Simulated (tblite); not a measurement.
# C3H6N2O2Si: the cost of one run

Programs: tblite 0.8.0 and PySCF 2.14.0, with density-fitted response routines of our own. Each step states its level of theory. These are calculated values for one molecule in the gas phase, unless marked as measured. Atoms count from 0, in the outputs and in this text.

## 1. The molecule as given

14 atoms, charge 0, multiplicity 1; geometry from: force field or distance geometry start.

Bonds of the start (Å): N0–C1 1.17, C1–Si2 1.80, Si2–N3 1.82, Si2–C4 1.84, C4–C5 1.48, C5–O6 1.25, C5–O7 1.41, Si2–H8 1.47, N3–H9 1.04, N3–H10 1.03, C4–H11 1.12, C4–H12 1.11, O7–H13 1.01.

## 2. Relaxing the molecule with GFN2-xTB

Job settings and geometry (Å):

```
{"job": {"kind": "relax", "xc": "GFN2-xTB", "basis": "xTB"}, "charge": 0, "multiplicity": 1}
N     -0.491800     0.834700     2.980600
C     -0.746400     0.372500     1.939100
Si    -1.078300    -0.363300     0.334100
N     -2.431100     0.511500    -0.508100
C      0.432300    -0.406400    -0.718800
C      1.653300    -0.023200     0.024100
O      1.664200     0.296700     1.232300
O      2.858400    -0.030100    -0.710700
H     -1.532700    -1.755600     0.501200
H     -2.756900    -0.049500    -1.321700
H     -2.183300     1.476200    -0.767800
H      0.307900     0.349300    -1.537300
H      0.551900    -1.418500    -1.155100
H      3.751700     0.205400    -0.314100
```

Started as:

```console
OMP_NUM_THREADS=1 python probes_run.py task.json out
```

The driver reads the jobs from task.json and runs them one after another.

Q: Estimate the wall time and peak memory of this first job on 1 thread of Arm Neoverse N1, shared host.

About 1.4 s, with a peak of 0.18 GiB.
